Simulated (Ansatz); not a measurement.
**FH5SSi2: up Jacob's ladder to CCSD(T)**

An exercise on one series of results from a longer session: the logs are not shown, and one member is left open.

Computed with Ansatz 0.2.0, Gaussian basis. Level: functionals in def2-TZVPP, the program's frozen cores in correlated methods.

Plan: LDA (SPW92), PBE-D4, revPBE-D4, BLYP-D4, r2SCAN-D4, B97M-V, PBE0-D4, B3LYP-D4, r2SCANh-D4, r2SCAN0-D4, HSE06-D4, BHLYP-D4, CAM-B3LYP-D4, LC-ωPBE, ωB97X-V, ωB97M-V, B2PLYP, PBE-QIDH; CCSD(T)/def2-SVP; CCSD(T)/def2-TZVPP; MP2/def2-QZVPP; extrapolation to the limit; RPA on PBE.

## Structure used throughout

The geometry comes from an earlier relaxation with PBE0-D4 in a triple-zeta def2 set; it is a stationary point, not always the lowest conformer.

9 atoms, charge 0, spin multiplicity 1.

Atoms are counted from 1 here; the program's logs count them from 0.

Bond lengths: F1–Si2 1.609 Å, Si2–Si3 2.343 Å, Si2–H5 1.487 Å, Si2–H6 1.485 Å, Si3–S4 2.142 Å, Si3–H7 1.486 Å, Si3–H8 1.488 Å, S4–H9 1.344 Å. Angles: F1–Si2–Si3 107.0°, F1–Si2–H5 107.6°, F1–Si2–H6 107.8°, Si3–Si2–H5 113.4°, Si3–Si2–H6 111.1°, H5–Si2–H6 109.6°, Si2–Si3–S4 108.2°, Si2–Si3–H7 110.8°, Si2–Si3–H8 111.4°, S4–Si3–H7 105.5°, S4–Si3–H8 112.2°, H7–Si3–H8 108.7°, Si3–S4–H9 94.3°.

The first run:

The input, in.yaml:

```yaml
crystal:
  periodic: [false, false, false]
  atoms:
    - {symbol: F, position_ang: [-1.222452, 1.451004, -1.017904]}
    - {symbol: Si, position_ang: [0.318073, 1.022591, -0.834759]}
    - {symbol: Si, position_ang: [0.331614, -1.012493, 0.326022]}
    - {symbol: S, position_ang: [-0.900455, -0.799616, 2.065710]}
    - {symbol: H, position_ang: [0.925268, 0.935015, -2.188929]}
    - {symbol: H, position_ang: [0.996332, 2.088128, -0.054034]}
    - {symbol: H, position_ang: [1.692516, -1.316829, 0.839242]}
    - {symbol: H, position_ang: [-0.112850, -2.135925, -0.543019]}
    - {symbol: H, position_ang: [-1.939546, -0.278074, 1.390572]}
basis:
  gaussian: {orbitals: def2-TZVPP}
hamiltonian: {xc: lda}
output: {orbitals: {seedname: orbitals}}
```

On the command line:

```sh
$ ansatz run in.yaml --threads 2 --pin off --events-out ev --progress --plain --max-ram 4352MiB
```

Steps of the session up to this table: LDA; PBE-D4 (GGA); revPBE-D4 (GGA); BLYP-D4 (GGA); r2SCAN-D4 (meta-GGA); B97M-V (meta-GGA); B3LYP-D4 (hybrid); r2SCANh-D4 (hybrid); r2SCAN0-D4 (hybrid); HSE06-D4 (hybrid); BHLYP-D4 (hybrid); CAM-B3LYP-D4 (range-separated); LC-ωPBE (range-separated); ωB97X-V (range-separated); ωB97M-V (range-separated); B2PLYP (double hybrid); PBE-QIDH (double hybrid).

One table of the session follows, with a row left open; its other results are not shown here.

It belongs to the step «Orbital energies across the functionals». 

| functional | HOMO (eV) | gap (eV) |
| --- | --- | --- |
| LDA (SPW92) | -6.34 | 4.24 |
| PBE-D4 | -6.25 | 4.39 |
| revPBE-D4 | -6.21 | 4.45 |
| BLYP-D4 | -6.09 | 4.40 |
| r2SCAN-D4 | -6.52 | 4.94 |
| B97M-V | -6.65 | 4.90 |
| PBE0-D4 | -7.43 | 6.41 |
| B3LYP-D4 | ? | ? |
| r2SCANh-D4 | -6.95 | 5.67 |
| r2SCAN0-D4 | -7.60 | 6.75 |
| HSE06-D4 | -7.03 | 5.64 |
| BHLYP-D4 | -8.48 | 8.38 |
| CAM-B3LYP-D4 | -8.71 | 8.74 |
| LC-ωPBE | -10.07 | 11.22 |
| ωB97X-V | -9.73 | 10.76 |
| ωB97M-V | -9.54 | 10.29 |

Q: Estimate the row for B3LYP-D4 from the others.

Worked estimate for «HOMO (eV)». Against the share of exact exchange, BLYP-D4 (0, -6.09), BHLYP-D4 (0.5, -8.48) give a slope of -4.78 per unit share; at 0.2 the line stands at -7.05.

The run gave: HOMO (eV): -7.20; gap (eV): 6.00. In «HOMO (eV)» the line misses by +0.15.
